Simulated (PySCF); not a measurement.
# Br2Si in PySCF: notebook

One molecule, Br2Si, is run at these levels: PBE, WC, LDA, M06+D3, rSCAN; tasks: atomic charges.

Program: PySCF 2.14.0. These are calculated values, not measurements. Logs are shortened: lines on timing, memory, paths and dates and some standing lists are left out, and cuts for length are marked.

### 1 The structure

The cell holds a molecule in a box, 3 atoms: a = 11.000 Å, b = 13.000 Å, c = 11.000 Å, α = 90.00°, β = 90.00°, γ = 90.00°.

### 2 Atomic charges, PBE

File run.py:

```python
import json
import numpy as np
from pyscf.pbc import gto, scf, dft, df

cell = gto.Cell()
cell.basis = 'pob-tzvp-rev2'
cell.fromfile('SiBr2.xyz')
cell.exp_to_discard = 0
cell.precision = 1e-08
cell.max_memory = 2520  # MB
cell.verbose = 4
cell.build()

res = {}
kpts = cell.make_kpts([1, 1, 1])
mf = dft.KRKS(cell, kpts, xc='pbe')
mf = mf.density_fit()
mf.with_df._cderi_to_save = 'cderi.h5'
mf.with_df.build(j_only=False)
mf.conv_tol = 1e-07
mf.max_cycle = 60

mf.kernel()
res.update(converged=bool(mf.converged), e_tot=mf.e_tot, nelec=cell.nelectron, nao=cell.nao, mesh=list(map(int, cell.mesh)), a=cell.lattice_vectors().tolist(), coords=cell.atom_coords().tolist(),
           mo_energy=[np.real(x).tolist() for x in mf.mo_energy], mo_occ=[np.real(x).tolist() for x in mf.mo_occ])
res.update(kpts=cell.get_scaled_kpts(kpts).tolist())
res['parts'] = {k: float(np.real(v)) for k, v in mf.scf_summary.items() if np.isscalar(v)}
json.dump(res, open('results.json', 'w'))
if not mf.converged:
    raise SystemExit('SCF not converged')

print('levels (eV)')
for i, kp in enumerate(res['kpts'][:40]):
    print('k %7.4f %7.4f %7.4f  ' % tuple(kp), ' '.join('%.3f' % (x * 27.211386) for x in res['mo_energy'][i][:47]))

# Mulliken populations
dm, s = np.asarray(mf.make_rdm1()), np.asarray(mf.get_ovlp())
sites = cell.aoslice_by_atom()[:, 2:]
tot = np.einsum('kij,kji->i', dm, s).real / len(kpts)
res['mulliken'] = [cell.atom_charge(i) - tot[a0:a1].sum() for i, (a0, a1) in enumerate(sites)]
print('Mulliken charges', np.round(res['mulliken'], 5))
res['meta_lowdin'] = mf.mulliken_meta()[1].tolist()

# density on a uniform mesh
grids = dft.gen_grid.UniformGrids(cell)
grids.mesh = [57, 67, 57]
grids.build()
ni = dft.numint.KNumInt()
rho = [ni.get_rho(cell, x, grids, kpts) for x in [dm]]
np.save('rho.npy', np.reshape(rho, (-1, *grids.mesh)))
res['done'] = True
json.dump(res, open('results.json', 'w'))
```

File SiBr2.xyz:

```xyz
3
Lattice="11.0000000000 0.0000000000 0.0000000000 0.0000000000 13.0000000000 0.0000000000 0.0000000000 0.0000000000 11.0000000000" Properties=species:S:1:pos:R:3 pbc="T T T"
Br     6.3855500500      8.0883500100      6.0576499500
Si     4.6404499900      7.1319500200      5.0103499600
Br     5.1944500300      4.9536500000      5.0789500300
```

Potentials or basis: pob-tzvp-rev2 (all-electron).

Command:

```console
> OMP_NUM_THREADS=2 python -u run.py > log
```

Output:

```text
Discarded 0 diffused primitive functions, 0 contracted functions

******** <class 'pyscf.pbc.df.df.GDF'> ********
auxbasis = None
exp_to_discard = 0
len(kpts) = 1
ETB for Si: l = 0, exps = 0.2921525 * 2^n , n = 0..15
ETB for Si: l = 1, exps = 0.2805234129552291 * 2^n , n = 0..13
ETB for Si: l = 2, exps = 0.26935722 * 2^n , n = 0..11
ETB for Si: l = 3, exps = 0.40694678208261237 * 2^n , n = 0..5
ETB for Si: l = 4, exps = 0.61481806 * 2^n , n = 0..0
ETB for Br: l = 0, exps = 0.49086226 * 2^n , n = 0..18
ETB for Br: l = 1, exps = 0.38379487563511894 * 2^n , n = 0..16
ETB for Br: l = 2, exps = 0.30008114 * 2^n , n = 0..14
ETB for Br: l = 3, exps = 0.390668250458075 * 2^n , n = 0..11
ETB for Br: l = 4, exps = 0.50860138 * 2^n , n = 0..9

WARN: Even tempered Gaussians are generated as DF auxbasis for  Si Br

Drop 0 primitive fitting functions
make aux basis, num shells = 195, num cGTOs = 807
auxcell.rcut 12.950753026619454

******** <class 'pyscf.pbc.df.rsdf_builder._RSGDFBuilder'> ********
mesh = [25 29 25] (18125 PWs)
ke_cutoff = 6.410639774064354
omega = 0.3107644491327878
exclude_d_aux = True
exclude_dd_block = True
j2c_eig_always = False
has_long_range = True

******** <class 'pyscf.pbc.dft.krks.KRKS'> ********
method = KRKS
initial guess = minao
damping factor = 0
level_shift factor = 0
DIIS = <class 'pyscf.scf.diis.CDIIS'>
diis_start_cycle = 1
diis_space = 8
diis_damp = 0
SCF conv_tol = 1e-07
SCF conv_tol_grad = None
SCF max_cycles = 60
direct_scf = True
direct_scf_tol = 1e-13

******** PBC SCF flags ********
N kpts = 1
Exchange divergence treatment (exxdiv) = ewald
    madelung (= occupied orbital energy shift) = 0.12785599907141462
    Total energy shift due to Ewald probe charge = -1/2 * Nelec*madelung = -5.369951961
DF object = <pyscf.pbc.df.df.GDF object>
XC functionals = pbe
small_rho_cutoff = 0
radial grids:
    Treutler-Ahlrichs [JCP 102, 346 (1995); DOI:10.1063/1.469408] (M4) radial grids

becke partition: Becke, JCP 88, 2547 (1988); DOI:10.1063/1.454033
pruning grids: <function nwchem_prune>
grids dens level: 3
symmetrized grids: False
atomic radii adjust function: <function treutler_atomic_radii_adjust>
Set gradient conv threshold to 0.000316228

******** <class 'pyscf.pbc.df.rsdf_builder._RSNucBuilder'> ********
mesh = [41 49 41] (82369 PWs)
ke_cutoff = 18.27286425732629
omega = 0.5369717389902312
exclude_d_aux = False
exclude_dd_block = True
j2c_eig_always = False
has_long_range = True
tot grids = 60010
cell vol = 10615.1302  sum(weights) = 10594.3802
nelec by numeric integration = 84.00000029374536
init E= -5436.68892121656
  HOMO = -0.202499457494  LUMO = -0.0888701212542  gap/eV = 3.09201
nelec by numeric integration = 84.00000028428056
cycle= 1 E= -5436.83197124904  delta_E= -0.143  |g|= 0.752  |ddm|= 2.49
  HOMO = -0.223501547085  LUMO = -0.14349079179  gap/eV = 2.17720
nelec by numeric integration = 84.00000022909653
cycle= 2 E= -5436.77537740644  delta_E= 0.0566  |g|= 0.703  |ddm|= 0.968
  HOMO = -0.192871977331  LUMO = -0.0868244185992  gap/eV = 2.88570
nelec by numeric integration = 84.00000023097795
cycle= 3 E= -5436.83669809497  delta_E= -0.0613  |g|= 0.33  |ddm|= 0.985
  HOMO = -0.206957761283  LUMO = -0.109046673733  gap/eV = 2.66430
nelec by numeric integration = 84.00000023658626
cycle= 4 E= -5436.87222197868  delta_E= -0.0355  |g|= 0.0181  |ddm|= 0.403
  HOMO = -0.20950704424  LUMO = -0.11143054151  gap/eV = 2.66880
nelec by numeric integration = 84.00000023952332
cycle= 5 E= -5436.87223881927  delta_E= -1.68e-05  |g|= 0.00598  |ddm|= 0.0218
  HOMO = -0.208930052772  LUMO = -0.110860913175  gap/eV = 2.66860
nelec by numeric integration = 84.0000002389913
cycle= 6 E= -5436.8722519515  delta_E= -1.31e-05  |g|= 0.00102  |ddm|= 0.00692
  HOMO = -0.20887974867  LUMO = -0.110794101205  gap/eV = 2.66905
nelec by numeric integration = 84.00000023891012
cycle= 7 E= -5436.87225228352  delta_E= -3.32e-07  |g|= 0.000235  |ddm|= 0.00196
  HOMO = -0.208877282648  LUMO = -0.110785788224  gap/eV = 2.66921
nelec by numeric integration = 84.00000023887318
cycle= 8 E= -5436.87225229341  delta_E= -9.9e-09  |g|= 0.000149  |ddm|= 0.000544
  HOMO = -0.208878966046  LUMO = -0.110787127385  gap/eV = 2.66921
nelec by numeric integration = 84.00000023893507
Extra cycle  E= -5436.87225227454  delta_E= 1.89e-08  |g|= 0.000303  |ddm|= 0.000632
converged SCF energy = -5436.87225227454
levels (eV)
k  0.0000  0.0000  0.0000   -13089.596 -13089.595 -1780.677 -1682.340 -1682.338 -1516.798 -1516.797 -1516.765 -1516.764 -1516.737 -1516.735 -228.401 -228.401 -170.563 -170.563 -170.426 -170.426 -170.342 -170.341 -138.857 -95.623 -95.549 -95.460 -67.215 -67.214 -67.185 -67.185 -67.125 -67.123 -67.019 -67.019 -67.013 -67.012 -19.181 -18.575 -11.660 -8.768 -7.668 -7.623 -6.861 -6.372 -5.684 -3.015 -0.273 -0.117 5.569 6.046
Mulliken charges [-0.1155   0.23002 -0.11452]
 ** Mulliken pop on meta-lowdin orthogonal AOs **
 ** Mulliken pop  **
pop of  0 Br 1s           1.99997
pop of  0 Br 2s           1.99923
pop of  0 Br 3s           1.99817
pop of  0 Br 4s           1.91719
pop of  0 Br 5s           0.00142
pop of  0 Br 6s           0.00249
pop of  0 Br 2px          1.99994
pop of  0 Br 2py          1.99994
pop of  0 Br 2pz          1.99994
pop of  0 Br 3px          1.99968
pop of  0 Br 3py          1.99971
pop of  0 Br 3pz          1.99969
pop of  0 Br 4px          1.64295
pop of  0 Br 4py          1.84250
pop of  0 Br 4pz          1.73639
pop of  0 Br 5px          0.00162
pop of  0 Br 5py          0.00095
pop of  0 Br 5pz          0.00066
pop of  0 Br 6px          0.00041
pop of  0 Br 6py          0.00036
pop of  0 Br 6pz          0.00032
pop of  0 Br 3dxy         1.99977
pop of  0 Br 3dyz         1.99978
pop of  0 Br 3dz^2        1.99978
pop of  0 Br 3dxz         1.99976
pop of  0 Br 3dx2-y2      1.99977
pop of  0 Br 4dxy         0.00394
pop of  0 Br 4dyz         0.00193
pop of  0 Br 4dz^2        0.00221
pop of  0 Br 4dxz         0.00422
pop of  0 Br 4dx2-y2      0.00357
pop of  0 Br 5dxy         0.00033
pop of  0 Br 5dyz         0.00020
pop of  0 Br 5dz^2        0.00024
pop of  0 Br 5dxz         0.00031
pop of  0 Br 5dx2-y2      0.00035
pop of  0 Br 6dxy         0.00011
pop of  0 Br 6dyz         0.00009
pop of  0 Br 6dz^2        0.00009
pop of  0 Br 6dxz         0.00011
pop of  0 Br 6dx2-y2      0.00010
pop of  1 Si 1s           1.99998
pop of  1 Si 2s           1.99951
pop of  1 Si 3s           1.82035
pop of  1 Si 4s           0.00135
pop of  1 Si 5s           0.00100
pop of  1 Si 2px          1.99982
pop of  1 Si 2py          1.99982
pop of  1 Si 2pz          1.99980
pop of  1 Si 3px          0.71293
pop of  1 Si 3py          0.62249
pop of  1 Si 3pz          0.46764
pop of  1 Si 4px          0.00190
pop of  1 Si 4py          0.00451
pop of  1 Si 4pz          0.00085
pop of  1 Si 5px          0.00123
pop of  1 Si 5py          0.00263
pop of  1 Si 5pz          0.00059
pop of  1 Si 3dxy         0.01090
pop of  1 Si 3dyz         0.00799
pop of  1 Si 3dz^2        0.00672
pop of  1 Si 3dxz         0.00732
pop of  1 Si 3dx2-y2      0.01114
pop of  2 Br 1s           1.99997
pop of  2 Br 2s           1.99923
pop of  2 Br 3s           1.99817
pop of  2 Br 4s           1.91722
pop of  2 Br 5s           0.00142
pop of  2 Br 6s           0.00249
pop of  2 Br 2px          1.99994
pop of  2 Br 2py          1.99994
pop of  2 Br 2pz          1.99994
pop of  2 Br 3px          1.99972
pop of  2 Br 3py          1.99965
pop of  2 Br 3pz          1.99971
pop of  2 Br 4px          1.87835
pop of  2 Br 4py          1.51255
pop of  2 Br 4pz          1.83002
pop of  2 Br 5px          0.00064
pop of  2 Br 5py          0.00232
pop of  2 Br 5pz          0.00027
pop of  2 Br 6px          0.00033
pop of  2 Br 6py          0.00047
pop of  2 Br 6pz          0.00029
pop of  2 Br 3dxy         1.99976
pop of  2 Br 3dyz         1.99976
pop of  2 Br 3dz^2        1.99978
pop of  2 Br 3dxz         1.99980
pop of  2 Br 3dx2-y2      1.99976
pop of  2 Br 4dxy         0.00433
pop of  2 Br 4dyz         0.00352
pop of  2 Br 4dz^2        0.00209
pop of  2 Br 4dxz         0.00039
pop of  2 Br 4dx2-y2      0.00556
pop of  2 Br 5dxy         0.00040
pop of  2 Br 5dyz         0.00034
pop of  2 Br 5dz^2        0.00018
pop of  2 Br 5dxz         0.00011
pop of  2 Br 5dx2-y2      0.00039
pop of  2 Br 6dxy         0.00010
pop of  2 Br 6dyz         0.00009
pop of  2 Br 6dz^2        0.00010
pop of  2 Br 6dxz         0.00009
pop of  2 Br 6dx2-y2      0.00013
 ** Mulliken atomic charges  **
charge of    0Br =     -0.16019
charge of    1Si =      0.31952
charge of    2Br =     -0.15933
```

Run time: 41 s. Hardware: 2 threads of Intel Xeon at 2.70GHz, shared host; peak memory 1.9 GiB.

What came out:

```
Free energy                     : -147944.8308 eV
Gap between the frontier levels : 2.67 eV
Meta-löwdin charges             : Br -0.16; Si +0.32 e
```

Levels at points of the mesh, in eV from the valence-band top:
| k point | band 38 | band 39 | band 40 | band 41 | band 42 | band 43 | band 44 | band 45 | band 46 | band 47 |
| --- | --- | --- | --- | --- | --- | --- | --- | --- | --- | --- |
| (0.00, 0.00, 0.00) | -1.98 | -1.94 | -1.18 | -0.69 | 0.00 | 2.67 | 5.41 | 5.57 | 11.25 | 11.73 |

Caveat: this is a molecule in a periodic box at the Γ point, so its band gap is the HOMO-LUMO gap; population charges move with the basis; relativity is left out, which matters for the heavier elements; the basis of atomic orbitals isn't converged, which shifts pressures, moduli and gaps. Expect the measured gap to be larger: semilocal functionals such as PBE lack the derivative discontinuity.

### 3 Atomic charges, WC

run.py: that of step 2 with these lines changed.

```diff
@@ -15,6 +15,5 @@
 kpts = cell.make_kpts([1, 1, 1])
-mf = dft.KRKS(cell, kpts, xc='pbe')
+mf = dft.KRKS(cell, kpts, xc='GGA_X_WC,GGA_C_PBE')
 mf = mf.density_fit()
-mf.with_df._cderi_to_save = 'cderi.h5'
-mf.with_df.build(j_only=False)
+mf.with_df._cderi = 'cderi.h5'  # three-centre integrals saved by an earlier run on this cell, basis and mesh
 mf.conv_tol = 1e-07
@@ -42,10 +41,2 @@
 res['meta_lowdin'] = mf.mulliken_meta()[1].tolist()
-
-# density on a uniform mesh
-grids = dft.gen_grid.UniformGrids(cell)
-grids.mesh = [57, 67, 57]
-grids.build()
-ni = dft.numint.KNumInt()
-rho = [ni.get_rho(cell, x, grids, kpts) for x in [dm]]
-np.save('rho.npy', np.reshape(rho, (-1, *grids.mesh)))
 res['done'] = True
```

SiBr2.xyz is that of step 2.

Potentials or basis: pob-tzvp-rev2 (all-electron).

Command:

```console
> OMP_NUM_THREADS=2 python -u run.py > log
```

Output:

```text
Discarded 0 diffused primitive functions, 0 contracted functions

******** <class 'pyscf.pbc.dft.krks.KRKS'> ********
method = KRKS
initial guess = minao
damping factor = 0
level_shift factor = 0
DIIS = <class 'pyscf.scf.diis.CDIIS'>
diis_start_cycle = 1
diis_space = 8
diis_damp = 0
SCF conv_tol = 1e-07
SCF conv_tol_grad = None
SCF max_cycles = 60
direct_scf = True
direct_scf_tol = 1e-13

******** PBC SCF flags ********
N kpts = 1
Exchange divergence treatment (exxdiv) = ewald
    madelung (= occupied orbital energy shift) = 0.12785599907141462
    Total energy shift due to Ewald probe charge = -1/2 * Nelec*madelung = -5.369951961
DF object = <pyscf.pbc.df.df.GDF object>
XC functionals = GGA_X_WC,GGA_C_PBE
small_rho_cutoff = 0
radial grids:
    Treutler-Ahlrichs [JCP 102, 346 (1995); DOI:10.1063/1.469408] (M4) radial grids

becke partition: Becke, JCP 88, 2547 (1988); DOI:10.1063/1.454033
pruning grids: <function nwchem_prune>
grids dens level: 3
symmetrized grids: False
atomic radii adjust function: <function treutler_atomic_radii_adjust>
Set gradient conv threshold to 0.000316228

******** <class 'pyscf.pbc.df.rsdf_builder._RSNucBuilder'> ********
mesh = [41 49 41] (82369 PWs)
ke_cutoff = 18.27286425732629
omega = 0.5369717389902312
exclude_d_aux = False
exclude_dd_block = True
j2c_eig_always = False
has_long_range = True
tot grids = 60010
cell vol = 10615.1302  sum(weights) = 10594.3802
nelec by numeric integration = 84.00000029374536
init E= -5435.45030003813
  HOMO = -0.20430380339  LUMO = -0.090708827552  gap/eV = 3.09108
nelec by numeric integration = 84.00000028852332
cycle= 1 E= -5435.59640535575  delta_E= -0.146  |g|= 0.776  |ddm|=  2.5
  HOMO = -0.223767259974  LUMO = -0.145048335334  gap/eV = 2.14205
nelec by numeric integration = 84.00000022989238
cycle= 2 E= -5435.5357022509  delta_E= 0.0607  |g|= 0.726  |ddm|= 0.992
  HOMO = -0.193212270381  LUMO = -0.0874154302439  gap/eV = 2.87888
nelec by numeric integration = 84.00000023455132
cycle= 3 E= -5435.60001657474  delta_E= -0.0643  |g|= 0.346  |ddm|= 1.02
  HOMO = -0.207806601332  LUMO = -0.110436973074  gap/eV = 2.64956
nelec by numeric integration = 84.00000023925219
cycle= 4 E= -5435.63871917823  delta_E= -0.0387  |g|= 0.0189  |ddm|= 0.42
  HOMO = -0.21059301055  LUMO = -0.113086296577  gap/eV = 2.65329
nelec by numeric integration = 84.00000024227452
cycle= 5 E= -5435.63873845961  delta_E= -1.93e-05  |g|= 0.00624  |ddm|= 0.0239
  HOMO = -0.20997051283  LUMO = -0.112474526642  gap/eV = 2.65300
nelec by numeric integration = 84.00000024176987
cycle= 6 E= -5435.63875313817  delta_E= -1.47e-05  |g|= 0.00107  |ddm|= 0.00748
  HOMO = -0.209925571105  LUMO = -0.112409148208  gap/eV = 2.65356
nelec by numeric integration = 84.00000024167116
cycle= 7 E= -5435.63875348511  delta_E= -3.47e-07  |g|= 0.000232  |ddm|= 0.0019
  HOMO = -0.209924694207  LUMO = -0.112401688968  gap/eV = 2.65374
nelec by numeric integration = 84.00000024164042
cycle= 8 E= -5435.6387534941  delta_E= -8.99e-09  |g|= 0.000155  |ddm|= 0.000553
  HOMO = -0.209925554181  LUMO = -0.112401967318  gap/eV = 2.65375
nelec by numeric integration = 84.00000024170254
Extra cycle  E= -5435.63875347248  delta_E= 2.16e-08  |g|= 0.000322  |ddm|= 0.000666
converged SCF energy = -5435.63875347248
levels (eV)
k  0.0000  0.0000  0.0000   -13087.033 -13087.031 -1779.388 -1682.067 -1682.065 -1517.119 -1517.118 -1517.086 -1517.085 -1517.057 -1517.056 -228.151 -228.150 -170.490 -170.489 -170.354 -170.353 -170.270 -170.270 -138.609 -95.647 -95.576 -95.489 -67.286 -67.285 -67.256 -67.256 -67.196 -67.194 -67.091 -67.090 -67.084 -67.084 -19.241 -18.638 -11.708 -8.809 -7.711 -7.666 -6.900 -6.408 -5.712 -3.059 -0.326 -0.171 5.523 6.001
Mulliken charges [-0.11018  0.2194  -0.10921]
 ** Mulliken pop on meta-lowdin orthogonal AOs **
 ** Mulliken pop  **
pop of  0 Br 1s           1.99997
pop of  0 Br 2s           1.99920
pop of  0 Br 3s           1.99807
pop of  0 Br 4s           1.91774
pop of  0 Br 5s           0.00160
pop of  0 Br 6s           0.00249
pop of  0 Br 2px          1.99994
pop of  0 Br 2py          1.99994
pop of  0 Br 2pz          1.99994
pop of  0 Br 3px          1.99965
pop of  0 Br 3py          1.99969
pop of  0 Br 3pz          1.99967
pop of  0 Br 4px          1.64261
pop of  0 Br 4py          1.84172
pop of  0 Br 4pz          1.73560
pop of  0 Br 5px          0.00165
pop of  0 Br 5py          0.00095
pop of  0 Br 5pz          0.00067
pop of  0 Br 6px          0.00043
pop of  0 Br 6py          0.00036
pop of  0 Br 6pz          0.00033
pop of  0 Br 3dxy         1.99976
pop of  0 Br 3dyz         1.99978
pop of  0 Br 3dz^2        1.99977
pop of  0 Br 3dxz         1.99976
pop of  0 Br 3dx2-y2      1.99976
pop of  0 Br 4dxy         0.00389
pop of  0 Br 4dyz         0.00192
pop of  0 Br 4dz^2        0.00223
pop of  0 Br 4dxz         0.00418
pop of  0 Br 4dx2-y2      0.00362
pop of  0 Br 5dxy         0.00034
pop of  0 Br 5dyz         0.00021
pop of  0 Br 5dz^2        0.00025
pop of  0 Br 5dxz         0.00032
pop of  0 Br 5dx2-y2      0.00038
pop of  0 Br 6dxy         0.00010
pop of  0 Br 6dyz         0.00008
pop of  0 Br 6dz^2        0.00008
pop of  0 Br 6dxz         0.00010
pop of  0 Br 6dx2-y2      0.00009
pop of  1 Si 1s           1.99998
pop of  1 Si 2s           1.99943
pop of  1 Si 3s           1.82285
pop of  1 Si 4s           0.00135
pop of  1 Si 5s           0.00106
pop of  1 Si 2px          1.99981
pop of  1 Si 2py          1.99981
pop of  1 Si 2pz          1.99979
pop of  1 Si 3px          0.71152
pop of  1 Si 3py          0.62288
pop of  1 Si 3pz          0.46869
pop of  1 Si 4px          0.00189
pop of  1 Si 4py          0.00448
pop of  1 Si 4pz          0.00085
pop of  1 Si 5px          0.00126
pop of  1 Si 5py          0.00268
pop of  1 Si 5pz          0.00060
pop of  1 Si 3dxy         0.01092
pop of  1 Si 3dyz         0.00801
pop of  1 Si 3dz^2        0.00674
pop of  1 Si 3dxz         0.00737
pop of  1 Si 3dx2-y2      0.01113
pop of  2 Br 1s           1.99997
pop of  2 Br 2s           1.99920
pop of  2 Br 3s           1.99807
pop of  2 Br 4s           1.91777
pop of  2 Br 5s           0.00161
pop of  2 Br 6s           0.00249
pop of  2 Br 2px          1.99994
pop of  2 Br 2py          1.99994
pop of  2 Br 2pz          1.99994
pop of  2 Br 3px          1.99970
pop of  2 Br 3py          1.99962
pop of  2 Br 3pz          1.99969
pop of  2 Br 4px          1.87764
pop of  2 Br 4py          1.51229
pop of  2 Br 4pz          1.82908
pop of  2 Br 5px          0.00064
pop of  2 Br 5py          0.00238
pop of  2 Br 5pz          0.00026
pop of  2 Br 6px          0.00033
pop of  2 Br 6py          0.00051
pop of  2 Br 6pz          0.00029
pop of  2 Br 3dxy         1.99976
pop of  2 Br 3dyz         1.99976
pop of  2 Br 3dz^2        1.99978
pop of  2 Br 3dxz         1.99979
pop of  2 Br 3dx2-y2      1.99975
pop of  2 Br 4dxy         0.00438
pop of  2 Br 4dyz         0.00357
pop of  2 Br 4dz^2        0.00206
pop of  2 Br 4dxz         0.00040
pop of  2 Br 4dx2-y2      0.00546
pop of  2 Br 5dxy         0.00043
pop of  2 Br 5dyz         0.00037
pop of  2 Br 5dz^2        0.00019
pop of  2 Br 5dxz         0.00012
pop of  2 Br 5dx2-y2      0.00041
pop of  2 Br 6dxy         0.00009
pop of  2 Br 6dyz         0.00008
pop of  2 Br 6dz^2        0.00009
pop of  2 Br 6dxz         0.00008
pop of  2 Br 6dx2-y2      0.00011
 ** Mulliken atomic charges  **
charge of    0Br =     -0.15888
charge of    1Si =      0.31691
charge of    2Br =     -0.15803
```

Run time: 20 s. Hardware: 2 threads of Intel Xeon at 2.70GHz, shared host; peak memory 1.9 GiB.

Results:

| Property | Result |
| --- | --- |
| Free energy | -147911.2656 eV |
| Gap between the frontier levels | 2.65 eV |
| Meta-löwdin charges | Br -0.16; Si +0.32 e |

Levels at points of the mesh, in eV from the valence-band top:
```
           k point  band 39  band 40  band 41  band 42  band 43  band 44  band 45  band 46
(0.00, 0.00, 0.00)    -1.95    -1.19    -0.70     0.00     2.65     5.39     5.54    11.24
```

Caveat: this is a molecule in a periodic box at the Γ point, so its band gap is the HOMO-LUMO gap; population charges move with the basis; relativity is left out, which matters for the heavier elements; the basis of atomic orbitals isn't converged, which shifts pressures, moduli and gaps.

(Continued in part 2 of 2.)
